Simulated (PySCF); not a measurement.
# From one method to the next for BSe⁺ (triplet)

What do other methods print for BSe⁺ (triplet)?

The runs use PySCF 2.14.0; method and basis as typed in the scripts.

**1. Where the work starts**

BSe⁺ (triplet): 2 atoms, charge 1, spin multiplicity 3.

Bond lengths: B1–Se2 2.131 Å.

**2. The run that the others are compared with**

Contents of input.py:

```python
from pyscf import gto, scf, cc

mol = gto.M(
    atom='B 0 0 0; Se 0 0 2.131',
    basis='cc-pvdz-dk',
    charge=1,
    spin=2,
    verbose=3,
)
mf = scf.UHF(mol)
mf = mf.sfx2c1e()
mf = mf.density_fit(auxbasis='def2-universal-jkfit')
mf.kernel()
mycc = cc.CCSD(mf, frozen=10)
mycc.kernel()
e = mycc.eaccsd(nroots=3)[0]
print('roots (eV) =', (e*27.211386).round(3))
mf.dip_moment()
print('orbital energies (hartree):', [e[max(0, n-3):n+3].round(4) for e, n in zip(mf.mo_energy, mol.nelec)])
```

The run is started by

```
$ python input.py
```

**3. CASCI (ROHF)**

Variant 1 changes step after the SCF: eomea → casci; SCF type: UHF → ROHF; active space: none → 4 electrons in 6 orbitals.

Contents of input.py:

```python
from pyscf import gto, scf, mcscf

mol = gto.M(
    atom='B 0 0 0; Se 0 0 2.131',
    basis='cc-pvdz-dk',
    charge=1,
    spin=2,
    verbose=3,
)
mf = scf.ROHF(mol)
mf = mf.sfx2c1e()
mf = mf.density_fit(auxbasis='def2-universal-jkfit')
mf.kernel()
mc = mcscf.CASCI(mf, 6, 4)
mc.kernel()
mc.analyze()
mf.dip_moment()
print('orbital energies (hartree):', mf.mo_energy[..., max(0, mol.nelec[1]-3):mol.nelec[0]+3].round(4))
```

**4. B3lyp (UKS)**

Variant 2 changes functional: none (Hartree–Fock) → b3lyp; SCF type: UHF → UKS; step after the SCF: eomea → analyze.

Contents of input.py:

```python
from pyscf import gto, dft

mol = gto.M(
    atom='B 0 0 0; Se 0 0 2.131',
    basis='cc-pvdz-dk',
    charge=1,
    spin=2,
    verbose=3,
)
mf = dft.UKS(mol, xc='b3lyp')
mf = mf.sfx2c1e()
mf = mf.density_fit(auxbasis='def2-universal-jkfit')
mf.kernel()
mf.analyze()
print('orbital energies (hartree):', [e[max(0, n-3):n+3].round(4) for e, n in zip(mf.mo_energy, mol.nelec)])
```

**5. CCSD**

Variant 3 changes step after the SCF: eomea → ccsd; frozen orbitals: 10 → none.

input.py, as its differences from that of step 2:

```diff
@@ -13,6 +13,4 @@
 mf.kernel()
-mycc = cc.CCSD(mf, frozen=10)
+mycc = cc.CCSD(mf)
 mycc.kernel()
-e = mycc.eaccsd(nroots=3)[0]
-print('roots (eV) =', (e*27.211386).round(3))
 mf.dip_moment()
```

**Question.** What will these runs give? Wanted: for each run, E(SCF); from base; gap, α spin; after the SCF.

As calculated:

```
         run  E(SCF) (hartree)  from base (eV)  gap, α spin (eV)                                                 after the SCF
        base      -2452.268636               0             11.02  CCSD correlation -4.599 eV, core frozen, first root -9.30 eV
CASCI (ROHF)      -2452.260232         +0.2287               n/a                                   CASCI correlation -0.306 eV
 b3lyp (UKS)      -2454.207710  not comparable              4.45                                                           n/a
        CCSD      -2452.268636          0.0000             11.02                                    CCSD correlation -4.854 eV
```

A lower total energy from another functional means nothing by itself.
